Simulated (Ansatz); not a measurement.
# AlGaPH+ (doublet): from Hartree-Fock to the top rungs, cc-pVTZ

An exercise on one series of results from a longer session: the logs are not shown, and one member is left open.

Program: Ansatz 0.2.0, Gaussian basis. Level of theory: cc-pVTZ, core rule «outside noble gas», up to 24 orbitals frozen. These are calculated values, not measurements.

To be run: UHF; CCSD(T) on ROHF; CCSD(T) on UHF; BCCD(T) on ROHF; CCSDT(Q) on ROHF; CCSDT(Q) on UHF.

2 further runs of the same task are left out: 2 set aside as unsound or not needed. Runs told in other sessions of the task aren't counted.

### The system

The geometry is a PBE0/def2-TZVP stationary point (not a proven minimum) of the parent state, kept for this charge and spin. No spin-orbit coupling is included. The filled d shell of Ga may be among the frozen orbitals whatever the setting's name suggests.

4 atoms, charge 1, spin multiplicity 2.

Atoms are counted from 1 here; the program's logs count them from 0.

Bond lengths: Ga1–P3 2.369 Å, Al2–P3 2.109 Å, Al2–H4 1.579 Å. Angles: P3–Al2–H4 176.8°, Ga1–P3–Al2 94.6°.

Set-up of the first run:

Input file in.yaml:

```yaml
crystal:
  periodic: [false, false, false]
  atoms:
    - {symbol: Ga, position_ang: [0.000000, 0.230226, 1.196497]}
    - {symbol: Al, position_ang: [0.000000, 0.578079, -2.081776]}
    - {symbol: P, position_ang: [0.000000, -1.079166, -0.778166]}
    - {symbol: H, position_ang: [0.000000, 1.762314, -3.126240]}
basis:
  gaussian: {orbitals: cc-pVTZ}
total_charge: 1
magnetization: {spin_polarized: true, initial_magnetization: 1}
hamiltonian: {xc: hf}
output: {orbitals: {seedname: orbitals}}
```

Launch:

```bash
ansatz run in.yaml --threads 1 --pin off --events-out ev --progress --plain --max-ram 4096MiB --backend cpu
```

Among the steps run: UHF; CCSD(T) on ROHF; CCSD(T) on UHF; BCCD(T) on ROHF; CCSDT(Q) on ROHF; CCSDT(Q) on UHF.

One table of the session follows, with a row left open; its other results are not shown here.

It belongs to the step «Misses and costs». 

```
   method  from UCCSDT(Q) (meV)
     ROHF               +7940.2
      UHF               +7703.8
     RMP2               +1252.0
     UMP2               +1356.2
    RCCSD                     ?
    UCCSD                +503.1
 RCCSD(T)                 +76.0
 UCCSD(T)                 +75.1
  BCCD(T)                 +75.9
   RCCSDT                 +45.5
   UCCSDT                 +37.3
RCCSDT(Q)                  +8.3
UCCSDT(Q)                     0
```

**Question.** Estimate the row for RCCSD.

The run gave: from UCCSDT(Q) (meV): +524.0. In the column «from UCCSDT(Q) (meV)» it lies between UCCSD (+503.1) and RMP2 (+1252.0).

To keep in mind: Restricted and unrestricted rows rest on different reference determinants; a gap between their highest levels can come from leftover correlation error, from unlike frozen cores or from another state.
